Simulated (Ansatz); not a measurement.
**CH6ClGa: search for a transition state**

Aim: find the saddle point of a four-centre ligand exchange that is to form Ga1–C6, Cl2–H5 and break Ga1–Cl2, H5–C6, prove it by its vibrations, and relax downhill on both sides to see what it joins.

Method: PBE0-D4, def2-SVP first, then def2-TZVP; program: Ansatz 0.2.0, Gaussian basis.

31 further runs of the same task are left out: 31 set aside as unsound or not needed.

### Step 1. The system as given

The guess: 9 atoms, charge 0, spin multiplicity 1.

Atoms are counted from 1 here; the program's logs count them from 0.

Bond lengths: Ga1–Cl2 2.612 Å, Ga1–H3 1.549 Å, Ga1–H4 1.548 Å, Ga1–H5 1.966 Å, Ga1–C6 2.306 Å, C6–H7 1.092 Å, C6–H8 1.097 Å, C6–H9 1.095 Å. Angles: Cl2–Ga1–H3 111.5°, Cl2–Ga1–H4 113.1°, Cl2–Ga1–H5 42.4°, Cl2–Ga1–C6 79.3°, H3–Ga1–H4 122.8°, H3–Ga1–H5 118.1°, H3–Ga1–C6 113.2°, H4–Ga1–H5 118.9°, H4–Ga1–C6 108.7°, H5–Ga1–C6 37.0°, Ga1–C6–H7 153.4°, Ga1–C6–H8 83.5°, Ga1–C6–H9 92.8°, H7–C6–H8 105.4°, H7–C6–H9 107.2°, H8–C6–H9 109.5°.

Geometry (Å):

```xyz
9
CH6ClGa
Ga   -1.1116   -0.0498   -0.5695
Cl   -0.9326   -1.8909    1.2741
H    -1.1249   -0.6671   -1.9900
H    -2.0239    1.1317   -0.1603
H     0.2330   -0.6977    0.7097
C     1.0153    0.3479    0.2278
H     1.9470    0.0511    0.7129
H     1.2602    0.4478   -0.8373
H     0.7375    1.3270    0.6327
```

Distances that are to change: Ga1–C6 2.31 Å, Cl2–H5 1.76 Å, Ga1–Cl2 2.61 Å, H5–C6 1.39 Å.

### Step 2. Relaxing the guess with the reacting distances held

The input, hold/in.yaml:

```yaml
crystal:
  periodic: [false, false, false]
  atoms:
    - {symbol: Ga, position_ang: [-1.111600, -0.049800, -0.569500]}
    - {symbol: Cl, position_ang: [-0.932600, -1.890900, 1.274100]}
    - {symbol: H, position_ang: [-1.124900, -0.667100, -1.990000]}
    - {symbol: H, position_ang: [-2.023900, 1.131700, -0.160300]}
    - {symbol: H, position_ang: [0.233000, -0.697700, 0.709700]}
    - {symbol: C, position_ang: [1.015300, 0.347900, 0.227800]}
    - {symbol: H, position_ang: [1.947000, 0.051100, 0.712900]}
    - {symbol: H, position_ang: [1.260200, 0.447800, -0.837300]}
    - {symbol: H, position_ang: [0.737500, 1.327000, 0.632700]}
basis:
  gaussian: {orbitals: def2-SVP}
hamiltonian: {xc: pbe0, dispersion: d4}
relax: {f_tol: 0.08, max_steps: 120, escape_saddle: false, constraints: [{distance: [0, 5]}, {distance: [1, 4]}, {distance: [0, 1]}, {distance: [4, 5]}]}
```

No record of the launch command was kept for these runs.

Further steps of the session: A starting Hessian; Saddle search in the small basis; Saddle search in triple zeta; Vibrations at the point found; Relaxing after a step of 0.30 Å one way along the mode; Relaxing after a step of 0.30 Å the other way along the mode.

What does the calculation give? Wanted: imaginary mode; barrier from the start side; barrier from the end side; energy of the step; pairs that change; zero-point energy at the saddle.

As calculated:

| quantity | value |
| --- | --- |
| imaginary mode | 791i cm⁻¹ |
| barrier from the start side | 40.8 kcal/mol |
| barrier from the end side | 7.6 kcal/mol |
| energy of the step | +33.2 kcal/mol |
| pairs that change | Ga1–C6 formed, Cl2–H5 formed, Ga1–Cl2 broken, H5–C6 broken |
| zero-point energy at the saddle | 1.523 eV |

In words: One imaginary mode, 791i cm⁻¹, makes this a first-order saddle. Going downhill both ways gives the intended start and end. At PBE0-D4/def2-TZVP the electronic barrier is 40.8 kcal/mol, about 69 kT at 298 K, and the step runs 33.2 kcal/mol uphill. A step off the saddle overshot and began above it in energy, so the link to its end is likely but not proven. Lower complexes than these ends may exist.
